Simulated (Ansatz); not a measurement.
# OsHO4+: energies up the ladder

Wanted for OsHO4+: energies up the ladder. Charge +1.

Computed with Ansatz 0.2.0 (the levels named in each step, unless a step's input says otherwise).

**1. The starting structure**

Bond lengths: O1–Os2 1.607 Å, Os2–O3 1.607 Å, Os2–O4 1.607 Å, Os2–O5 1.698 Å, O5–H6 0.976 Å. Angles: O1–Os2–O3 106.2°, O1–Os2–O4 106.2°, O1–Os2–O5 112.6°, O3–Os2–O4 106.1°, O3–Os2–O5 112.6°, O4–Os2–O5 112.7°, Os2–O5–H6 179.9°.

Coordinates:

```xyz
6

O    -1.0919   -0.2241    1.1579
Os   -0.0008    0.0000   -0.0003
O    -0.3900    1.3827   -0.7206
O    -0.2572   -1.1565   -1.0860
O     1.5905   -0.0012    0.5933
H     2.5048    0.0001    0.9349
```

**2. A rough first relaxation, PBE-D4/def2-SVP**

Input file input.yaml:

```yaml
crystal:
  periodic: [false, false, false]
  atoms:
    - { symbol: O, position_ang: [-1.09187, -0.22412, 1.15788] }
    - { symbol: Os, position_ang: [-0.00079, 2.0e-05, -0.00026] }
    - { symbol: O, position_ang: [-0.38996, 1.38269, -0.72055] }
    - { symbol: O, position_ang: [-0.25721, -1.15654, -1.08599] }
    - { symbol: O, position_ang: [1.59047, -0.00122, 0.59329] }
    - { symbol: H, position_ang: [2.50475, 6.0e-05, 0.9349] }
total_charge: 1
basis:
  gaussian: { orbitals: def2-SVP }
hamiltonian:
  xc: pbe
  dispersion: d4
relax:
  f_tol: 0.03
  max_steps: 200
```

On the command line:

```sh
$ ansatz run input.yaml --threads 4 --pin off --max-ram 10240MiB --backend cpu --events-out ev --progress --plain --runs-dir out
```

Further steps of the session: Relaxation, PBE0-D4/def2-TZVPP; Frequencies, PBE0-D4/def2-TZVPP; Single point, PBE-D4/def2-TZVPP; Single point, r2SCAN-D4/def2-TZVPP; Single point, B3LYP-D4/def2-TZVPP; Single point, wB97M-V/def2-TZVPP; Single point, B2PLYP/def2-TZVPP; Single point, LDA/def2-TZVPP; Single point, PBE0-D4/def2-SVP; Single point, PBE-D4/def2-SVP.

**Question.** What will these runs give? Wanted: O1–Os2 at PBE0-D4/def2-TZVPP; Os2–O3 at PBE0-D4/def2-TZVPP; Os2–O4 at PBE0-D4/def2-TZVPP; frequencies at PBE0-D4/def2-TZVPP; energy at PBE-D4/def2-SVP.

As calculated:

```
                         quantity             value
     O1–Os2 at PBE0-D4/def2-TZVPP           1.663 Å
     Os2–O3 at PBE0-D4/def2-TZVPP           1.663 Å
     Os2–O4 at PBE0-D4/def2-TZVPP           1.663 Å
frequencies at PBE0-D4/def2-TZVPP  188 to 3700 cm⁻¹
        energy at PBE-D4/def2-SVP     -10651.132 eV
```

What this shows: No mode is imaginary, so the geometry is a minimum. These totals serve in differences with atoms or fragments at the same level; alone they don't rank the methods. Heavy atoms carry effective core potentials in def2 sets, and spin-orbit coupling is left out.
